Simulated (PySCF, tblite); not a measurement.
# C3H10OSi4: geometry, infrared bands and NMR shifts

What infrared bands and NMR shifts should C3H10OSi4 (`C=C[Si]1(C=O)[SiH2][SiH2][SiH2]1`) show?

Programs: tblite 0.8.0 and PySCF 2.14.0, with density-fitted response routines of our own. Each step states its level of theory. These are calculated values for one molecule in the gas phase, unless marked as measured. Atoms are numbered from 0 throughout.

## (1) The molecule as given

18 atoms, charge 0, multiplicity 1; geometry from: force field or distance geometry start.

Bonds of the start (Å): C0–C1 1.33, C1–Si2 1.84, Si2–C3 1.84, C3–O4 1.25, Si2–Si5 2.21, Si5–Si6 2.25, Si6–Si7 2.25, Si7–Si2 2.25, C0–H8 1.08, C0–H9 1.09, C1–H10 1.11, C3–H11 1.07, Si5–H12 1.47, Si5–H13 1.46, Si6–H14 1.46, Si6–H15 1.47, Si7–H16 1.46, Si7–H17 1.48.

## (2) Optimising the geometry with GFN2-xTB

The job: settings as JSON, then the geometry in Å.

```
{"job": {"kind": "relax", "xc": "GFN2-xTB", "basis": "xTB"}, "charge": 0, "multiplicity": 1}
C     -2.959900    -0.283700    -0.040600
C     -1.958600    -0.403400     0.830700
Si    -0.291400     0.240500     0.391500
C      0.102700     1.875100     1.137200
O      0.546800     1.850200     2.308900
Si     0.301100     0.050100    -1.728800
Si     2.393800    -0.208100    -0.944900
Si     1.410200    -1.153100     0.847300
H     -2.815300     0.194300    -1.001300
H     -3.918500    -0.683500     0.286100
H     -2.114100    -0.894500     1.810400
H     -0.029200     2.816800     0.642600
H      0.173500     1.270200    -2.535100
H     -0.184100    -1.136500    -2.428700
H      3.203600    -1.140300    -1.729700
H      3.053100     1.073300    -0.642700
H      2.064900    -0.892100     2.131100
H      1.012400    -2.569000     0.654400
```

Command:

```sh
$ OMP_NUM_THREADS=1 python probes_run.py task.json out
```

One launch serves the whole session: the jobs run in the order shown.

**Question.** This job is followed by: GFN2-xTB harmonic vibrations, gas phase; GIAO PBE0/pcSseg-1 NMR shielding, non-relativistic, gas phase. Predict these results of the whole session: strongest single infrared mode (GFN2-xTB); zero-point energy (GFN2-xTB); 13C shifts against TMS (PBE0/pcSseg-1); 1H shifts against TMS (PBE0/pcSseg-1, means over atoms taken as alike); 29Si shifts against TMS (PBE0/pcSseg-1, means over atoms taken as alike); 17O shifts against H2O (PBE0/pcSseg-1).

The runs gave:

```
                                                                quantity                                                value
                               strongest single infrared mode (GFN2-xTB)                                 599 cm⁻¹, 541 km/mol
                                            zero-point energy (GFN2-xTB)                                        67.4 kcal/mol
                                  13C shifts against TMS (PBE0/pcSseg-1)                              258.3, 149.6, 139.8 ppm
  1H shifts against TMS (PBE0/pcSseg-1, means over atoms taken as alike)  12.95, 7.07, 6.90, 6.34, 4.27, 4.25, 4.24, 4.21 ppm
29Si shifts against TMS (PBE0/pcSseg-1, means over atoms taken as alike)                              -37.7, -77.5, -99.1 ppm
                                  17O shifts against H2O (PBE0/pcSseg-1)                                            956.8 ppm
```

What this shows: Over 201 steps the energy fell by 1.442 eV; of the close pairs, Si2–Si5 changed most, 2.210 to 2.380 Å. No mode is imaginary among the 48: a minimum at this level. Unscaled tight-binding wavenumbers are off by several per cent, some by more. Its intensities can rank the bands wrongly. At PBE0/pcSseg-1: The largest span, 2076 ppm, is at O4, where the paramagnetic term is -1021 ppm.
